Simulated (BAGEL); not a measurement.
# GeNH2F (SMILES [NH2][Ge][F]): PBE0/cc-pVDZ (density fitting with qzvpp-jkfit)

What is the energy change on altering one bond length of GeNH2F at PBE0/cc-pVDZ (density fitting with qzvpp-jkfit)? 

The results are computed with BAGEL 1.2.2.

## 1. The molecule

The species is GeNH2F (5 atoms), meant as a singlet with charge 0. SMILES: `[NH2][Ge][F]`. The shape is that of a PBE0-D4/def2-TZVP optimisation. This is one conformer, not always the lowest.

Bond lengths: N1–Ge2 1.811 Å, Ge2–F3 1.768 Å, N1–H4 1.008 Å, N1–H5 1.010 Å. Angles: N1–Ge2–F3 94.5°, Ge2–N1–H4 124.0°, Ge2–N1–H5 122.7°, H4–N1–H5 113.3°.

## 2. A single-point energy at PBE0/cc-pVDZ (density fitting with qzvpp-jkfit)

Contents of input.json:

```json
{ "bagel" : [

{
  "title" : "molecule",
  "basis" : "cc-pvdz.json",
  "df_basis" : "qzvpp-jkfit",
  "angstrom" : true,
  "geometry" : [
    { "atom" : "N", "xyz" : [      -0.477700,       0.347600,      -0.204700 ] },
    { "atom" : "Ge", "xyz" : [       0.434100,      -0.305200,       1.217200 ] },
    { "atom" : "F", "xyz" : [       1.598300,      -1.203900,       0.235500 ] },
    { "atom" : "H", "xyz" : [      -1.280100,       0.952600,      -0.130600 ] },
    { "atom" : "H", "xyz" : [      -0.224500,       0.135300,      -1.158700 ] }
  ]
},

{
  "title" : "ks",
  "xc_func" : "pbe0"
},

{
  "title" : "print",
  "file" : "orbitals.molden",
  "orbitals" : true
}

]}
```

The basis set cc-pVDZ is read from a file made from the Basis Set Exchange's data (not shown).

Command:

```sh
$ BAGEL_NUM_THREADS=1 BAGEL input.json > input.out
```

Output:

```text
* using 1 threads per process

  ===============================================================
  ===============================================================

  *** Geometry ***

  { "atom" : "N", "xyz" : [     -0.902722,      0.656869,     -0.386827 ] },
  { "atom" : "Ge", "xyz" : [      0.820330,     -0.576744,      2.300175 ] },
  { "atom" : "F", "xyz" : [      3.020349,     -2.275041,      0.445031 ] },
  { "atom" : "H", "xyz" : [     -2.419038,      1.800153,     -0.246798 ] },
  { "atom" : "H", "xyz" : [     -0.424244,      0.255680,     -2.189626 ] },

  Number of auxiliary basis functions:      456

  Since a DF basis is specified, we compute 2- and 3-index integrals:
    o Being stored without compression. Storage requirement is 0.015 GB

  Number of basis functions:       65
  Number of electrons      :       50

    * METHOD: MOLECULE                             0.19

  *** Kohn-Sham DFT ***

    * Removing 7454 points whose weight is below 1.00e-10
    * Grid points: 67076

  === Nuclear Repulsion ===
   188.5837836184

       - DIIS with orbital gradients will be used.

  === KS iteration (pbe0 / cc-pvdz.json) ===
      0      -2211.41308516          0.11150083           0.20
      1      -2075.38817195          0.33249907           0.19
      2      -2202.72673816          0.11263271           0.19
      3      -2185.04543374          0.16927427           0.19
      4      -2231.15372672          0.05245022           0.19
      5      -2229.85516979          0.09961027           0.19
      6      -2231.65484349          0.04574659           0.19
      7      -2230.87355603          0.07365090           0.19
      8      -2232.30452703          0.01634519           0.19
      9      -2232.39235826          0.00529225           0.19
     10      -2232.40359299          0.00163560           0.19
     11      -2232.40491532          0.00017664           0.19
     12      -2232.40492863          0.00003384           0.19
     13      -2232.40492901          0.00000907           0.19
     14      -2232.40492904          0.00000221           0.19
     15      -2232.40492904          0.00000175           0.19
     16      -2232.40492904          0.00000065           0.19
     17      -2232.40492904          0.00000005           0.19
     18      -2232.40492904          0.00000003           0.19
     19      -2232.40492904          0.00000000           0.19
    * SCF iteration converged.

    * Permanent dipole moment:
           (    0.820845,    -0.614841,     0.118276) a.u.

    * METHOD: KS                                   4.08

    * METHOD: PRINT                                0.01

  ===============================================================
```

It took 4.5 s on 1 thread of Arm Neoverse V1, shared host; peak memory 0.25 GiB.

## 3. The distorted shape, same level

Contents of calc.json:

```json
{ "bagel" : [

{
  "title" : "molecule",
  "basis" : "cc-pvdz.json",
  "df_basis" : "qzvpp-jkfit",
  "angstrom" : "true",
  "geometry" : [
    { "atom" : "N", "xyz" : [      -0.237017,       0.166128,      -0.226927 ] },
    { "atom" : "Ge", "xyz" : [       0.674783,      -0.486672,       1.194973 ] },
    { "atom" : "F", "xyz" : [       1.838983,      -1.385372,       0.213273 ] },
    { "atom" : "H", "xyz" : [      -1.280100,       0.952600,      -0.130600 ] },
    { "atom" : "H", "xyz" : [       0.016183,      -0.046172,      -1.180927 ] }
  ]
},

{
  "title" : "ks",
  "xc_func" : "pbe0"
},

{
  "title" : "print",
  "file" : "orbitals.molden",
  "orbitals" : "true"
}

]}
```

The basis set cc-pVDZ is read from a file made from the Basis Set Exchange's data (not shown).

Command:

```sh
$ BAGEL_NUM_THREADS=1 BAGEL calc.json > calc.out
```

Output:

```text
* using 1 threads per process

  ===============================================================
  ===============================================================

  *** Geometry ***

  { "atom" : "N", "xyz" : [     -0.447897,      0.313936,     -0.428830 ] },
  { "atom" : "Ge", "xyz" : [      1.275155,     -0.919677,      2.258172 ] },
  { "atom" : "F", "xyz" : [      3.475174,     -2.617974,      0.403028 ] },
  { "atom" : "H", "xyz" : [     -2.419038,      1.800153,     -0.246798 ] },
  { "atom" : "H", "xyz" : [      0.030581,     -0.087252,     -2.231629 ] },

  Number of auxiliary basis functions:      456

  Since a DF basis is specified, we compute 2- and 3-index integrals:
    o Being stored without compression. Storage requirement is 0.015 GB

  Number of basis functions:       65
  Number of electrons      :       50

    * METHOD: MOLECULE                             0.19

  *** Kohn-Sham DFT ***

    * Removing 7088 points whose weight is below 1.00e-10
    * Grid points: 67442

  === Nuclear Repulsion ===
   186.9888656065

       - DIIS with orbital gradients will be used.

  === KS iteration (pbe0 / cc-pvdz.json) ===
      0      -2211.84317847          0.10997295           0.20
      1      -2078.01774396          0.32696897           0.19
      2      -2203.39208406          0.11126045           0.19
      3      -2186.72465482          0.15691375           0.19
      4      -2231.78371546          0.03934314           0.19
      5      -2230.68563200          0.07754309           0.19
      6      -2232.14199679          0.02221294           0.19
      7      -2231.93650403          0.03410637           0.19
      8      -2232.30585120          0.01201459           0.19
      9      -2232.35741477          0.00335595           0.19
     10      -2232.36298610          0.00061041           0.19
     11      -2232.36314053          0.00012432           0.19
     12      -2232.36314719          0.00001965           0.20
     13      -2232.36314733          0.00000685           0.19
     14      -2232.36314735          0.00000136           0.19
     15      -2232.36314735          0.00000061           0.19
     16      -2232.36314735          0.00000032           0.19
     17      -2232.36314735          0.00000009           0.19
     18      -2232.36314735          0.00000003           0.19
     19      -2232.36314735          0.00000001           0.19
    * SCF iteration converged.

    * Permanent dipole moment:
           (    0.863217,    -0.646979,     0.105893) a.u.

    * METHOD: KS                                   4.16

    * METHOD: PRINT                                0.01

  ===============================================================
```

Run time: 4.5 s. Hardware: 1 thread of Arm Neoverse V1, shared host; peak memory 0.26 GiB.

## 4. What came out

Level: PBE0/cc-pVDZ (density fitting with qzvpp-jkfit).

```
                                                         quantity           value
                                        first shape: total energy  -2232.40493 Eh
                                       first shape: dipole moment          2.62 D
                                         first shape: HOMO energy        -7.52 eV
                                         first shape: LUMO energy        -1.26 eV
                                       first shape: HOMO–LUMO gap         6.26 eV
                                    distorted shape: total energy  -2232.36315 Eh
                                   distorted shape: dipole moment          2.76 D
                                     distorted shape: HOMO energy        -7.52 eV
                                     distorted shape: LUMO energy        -1.21 eV
                                   distorted shape: HOMO–LUMO gap         6.31 eV
energy change with the N1–H4 bond stretched from 1.008 to 1.310 Å        1.137 eV
```

**Reading.** With the N1–H4 bond stretched from 1.008 to 1.310 Å the energy rises by 1.14 eV (110 kJ/mol). The first shape isn't relaxed at this level, so the change isn't measured from a minimum.
